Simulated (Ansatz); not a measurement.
Crystal: LaSb.

```
La Sb
1.0
     0.00000    3.24500    3.24500
     3.24500    0.00000    3.24500
     3.24500    3.24500    0.00000
La Sb
1 1
Direct
  0.00000 0.00000 0.00000
  0.50000 0.50000 0.50000
```

- Program: Ansatz 0.2.0
- Task: relaxation of cell and atoms
- Functional: revPBE
- Dispersion: D3(BJ)
- Potentials or basis: all-electron LAPW, scalar-relativistic
- Basis error allowed: 0.001 eV/atom
- k mesh: 7 × 7 × 7
- Occupations: fermi-dirac, width 0.05 eV
- Spin: no spin polarisation

At the start: volume 34.17 Å³/atom.

Task: Where does the relaxation end?

Result: Over 4 steps the energy falls by 3.1 meV/atom and the volume is 33.42 Å³/atom (-2.2 %); space group Fm-3m (No. 225, to 0.05 Å).

Step by step:
```tsv
step	energy change (eV)	largest force (eV/Å)	volume (Å³)
1	0.0000	0.0000	68.34
2	-0.0035	0.0000	65.82
3	-0.0061	0.0000	66.84
4	-0.0061	0.0000	66.84
```

Final structure:
```yaml
crystal:
  lattice:
    - [0.00000, 3.22101, 3.22101]
    - [3.22101, 0.00000, 3.22101]
    - [3.22101, 3.22101, 0.00000]
  atoms:
    - { symbol: La, position: [0.00000, 0.00000, 0.00000] }
    - { symbol: Sb, position: [0.50000, 0.50000, 0.50000] }
```
